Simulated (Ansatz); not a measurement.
The system is TiPt3.

```
Pt Ti
1.0
     3.89700    0.00000    0.00000
     0.00000    3.89700    0.00000
     0.00000    0.00000    3.89700
Pt Ti
3 1
Direct
  0.50000 0.50000 0.00000
  0.50000 0.00000 0.50000
  0.00000 0.50000 0.50000
  0.00000 0.00000 0.00000
```

A run of Ansatz 0.2.0 on this cell left the log below. Logs are shortened: lines on timing, memory, paths and dates and some standing lists are left out, and cuts for length are marked.

```text
Warning: RAYON_NUM_THREADS=2 ignored (pool sized by the plan → 2); use --threads N
The last accepted step is kept in <dir> (removed where the run ends without a failure and the disk answers)
LAPW: plane waves up to 8.472 Å⁻¹, error target 2.0e-3 eV per atom; small_component_spin mean_spin; Ti in spheres of 1.336 Å, 12 of its electrons in bands, Dirac shells []; Pt in spheres of 1.336 Å, 42 of its electrons in bands, Dirac shells [] (how accurate: hamiltonian.pseudopotentials.lapw.basis_error, Limitations)
Engine: ansatz 0.2.0, aarch64-unknown-linux-gnu
Pseudopotentials: kind: all_electron
Pseudopotential: Pt, LAPW, valence charge 42, lapw/all_electron/scalar/gaussian/Pt, Koelling and Harmon's equation, gaussian nucleus
Pseudopotential: Ti, LAPW, valence charge 12, lapw/all_electron/scalar/gaussian/Ti, Koelling and Harmon's equation, gaussian nucleus
Functional definition: PBEsol
  exchange = pbesol_x
  correlation = pbesol_c
Crystal: 4 atoms, lattice volume = 59.182 Å³
Basis set: ecut = 273.4682854228169 eV, 619 PW (Γ), exchange–correlation at level 2
Bands: 83, of which v1, the nominal top of the filled ones, is band 69 counted from 1 (68 counted from 0)
Symmetry: 48 space group operations
Space group: Pm-3m (ITA 221), of the structure as read, at distance tolerance 3.9e-5 Å
k-points: 20 of 343
Non-local potential: Pt, projectors of the file, none
Non-local potential: Ti, projectors of the file, none
Initial density: superposition of atomic densities (chi_scale 0.1, normalization cell, long waves kept (reshape's long-wave potential 0.00 eV rms))
Initial wavefunctions: plane waves of lowest kinetic energy (no species holds an atomic orbital)
Functional: x = pbesol(κ = 0.804, μ = 0.12345679012345678), c = pbesol(β = 0.046)
iter 1 solved again at ethr=5.10e-3 eV; its pass at ethr=1.00e-1 eV (dr2=7.04e0 eV) is discarded
SCF iter   1: F=—  HF=-1525668.169565 eV  |F-HF|=—  |Δ(HF+E_count)|=         —  Δρ=7.75e-2  dr2=7.04e0  ethr=5.10e-3  ⟨swp⟩=2.0  Hψ=10301  notcnv=0
preconditioner: auto → Kerker (q_TF=auto, 3.142 Å⁻¹)  [metal: Δε(μ)=0.014 eV  Ē_g=10.324 eV  σ=0.050 eV  W_gap=0.07  n_scr=26 (ndim 8)  ℏωp=28.1 eV  f_vac=0.000  D(μ)=6.56/eV (n_scr^D=80)]
SCF iter   2: F=—  HF=-1525669.632756 eV  |F-HF|=—  |Δ(HF+E_count)|=    1.46e0  Δρ=6.91e-2  dr2=6.32e0  ethr=5.10e-3  ⟨swp⟩=2.8  Hψ=4833  notcnv=0
SCF iter   3: F=—  HF=-1525665.874230 eV  |F-HF|=—  |Δ(HF+E_count)|=    3.76e0  Δρ=2.58e-2  dr2=6.58e-1  ethr=4.58e-3  ⟨swp⟩=2.0  Hψ=4800  notcnv=0
SCF iter   4: F=—  HF=-1525668.271576 eV  |F-HF|=—  |Δ(HF+E_count)|=    2.40e0  Δρ=1.29e-1  dr2=2.42e1  ethr=4.77e-4  ⟨swp⟩=3.0  Hψ=5188  notcnv=0  recentre
SCF iter   5: F=—  HF=-1525665.609482 eV  |F-HF|=—  |Δ(HF+E_count)|=    2.66e0  Δρ=1.58e-2  dr2=3.67e-1  ethr=4.77e-4  ⟨swp⟩=2.2  Hψ=4798  notcnv=0
SCF iter   6: F=—  HF=-1525665.604782 eV  |F-HF|=—  |Δ(HF+E_count)|=         —  Δρ=1.32e-2  dr2=2.69e-1  ethr=2.66e-4  ⟨swp⟩=2.0  Hψ=4578  notcnv=0
the basis was enlarged: its passes take 154.8 KiB over the memory plan, 2 of 2 planned eigensolver slots
[... 66 lines left out ...]
SCF converged after 2 iterations
Free energy (F): -1525665.492803 eV
Harris-Foulkes:  -1525665.492803 eV  (|F-HF|=4.19e-9)
Internal energy: -1525665.479584 eV  (E = F + TS)
E sigma→0 (E₀):  -1525665.486193 eV
Entropy (-TS):   -0.013219 eV (-3.305 meV/atom)
Fermi energy:    27.885270 eV
--- Per-component energies (eV) ---
  E_band       = -10142.882939
  E_kinetic    = 1729479.531980
  E_xc         = -29786.109119
  E_electrostatic = -3225358.902445  (all electrons and nuclei)
  E_smearing   = -0.013219  (= −TS)
  E_closure    = 0.000000  (closes the sum)
  E_atoms      = -1525633.900241  (free atoms, spherical and without spin; not in F)
  Σ components = -1525665.492803   (vs F -1525665.492803, Δ=0.00e0)
  Basis errors (estimates in eV, not in F): energy 4.2e-4 per atom: plane waves 3.4e-4 (1.8e-4 summed), levels above the bands 3.1e-103, relativity 1.2e-7, radial functions 7.4e-5, core shells 4.6e-7; eigenvalues (radial functions only) 1.0e-6; not estimated: angular momenta, meshes, grids; target (lapw.basis_error) 2.0e-3; muffin-tin radii Ti 1.322 Å, Pt 1.322 Å
--- Forces (eV/Å), atoms counted from 1 ---
  atom   1  Pt     0.00000000    -0.00000000     0.00000000
  atom   2  Pt     0.00000000     0.00000000     0.00000000
  atom   3  Pt     0.00000000    -0.00000000    -0.00000000
  atom   4  Ti    -0.00000000    -0.00000000    -0.00000000
  max |Σ_I F_I| component: 5.05e-31 eV/Å
--- Stress (GPa, compression-positive) ---
        9.984536       0.000000      -0.000000
        0.000000       9.984536      -0.000000
       -0.000000      -0.000000       9.984536
  P = ⅓ Tr σ = 9.9845 GPa (99.845 kbar)
--- Relaxed structure (4 steps of the walk, 3 accepted, 1 SCFs on fresh bases) ---
  F+E_penalty+E_count = -1525665.49280313 eV   max|allowed force component| = 5.536e-31 eV/Å   (the final SCF, on the basis selected at the relaxed cell)
  cell:  # Å, volume = 57.2765 Å³
    - [3.8547129583700395, -4.172848212839011e-34, 8.024708101613483e-35]
    - [-4.172848212839011e-34, 3.8547129583700395, 0.0]
    - [2.0864241064195054e-34, 6.419766481290786e-35, 3.8547129583700395]
  atoms:
    - { symbol: Pt, position: [0.5, 0.5, -2.281204680063689e-48] }
    - { symbol: Pt, position: [0.5, -9.354676485322685e-51, 0.5] }
    - { symbol: Pt, position: [3.6670331822464924e-48, 0.5, 0.5] }
    - { symbol: Ti, position: [2.2678834936373778e-48, -3.511561538535295e-49, 5.267342307802942e-49] }
```

Problem. Write the input and the command behind it.

Solution. Relaxation of cell and atoms with PBEsol, no spin polarisation. The files as run (others can give the same):

input.yaml
```yaml
crystal:
  lattice:
    - [3.897, 0.0, 0.0]
    - [0.0, 3.897, 0.0]
    - [0.0, 0.0, 3.897]
  atoms:
    - { symbol: Pt, position: [0.5, 0.5, 0.0] }
    - { symbol: Pt, position: [0.5, 0.0, 0.5] }
    - { symbol: Pt, position: [0.0, 0.5, 0.5] }
    - { symbol: Ti, position: [0.0, 0.0, 0.0] }
kpoints:
  mp_grid: { grid: [7, 7, 7] }
scf:
  occupations: { method: fermi_dirac, width: 0.05 }
hamiltonian:
  xc: pbesol
  pseudopotentials: { kind: all_electron, lapw: { basis_error: 0.002 } }
output:
  forces: true
  stress: true
relax:
  f_tol: 0.02
  max_steps: 60
  cell: { p_target: 10 }
```

Potentials or basis: all-electron LAPW, scalar-relativistic.
The run is started by
```bash
$ ansatz run input.yaml --threads 2 --pin off --max-ram 8192MiB --backend cpu --events-out ev --progress --plain --runs-dir out
```
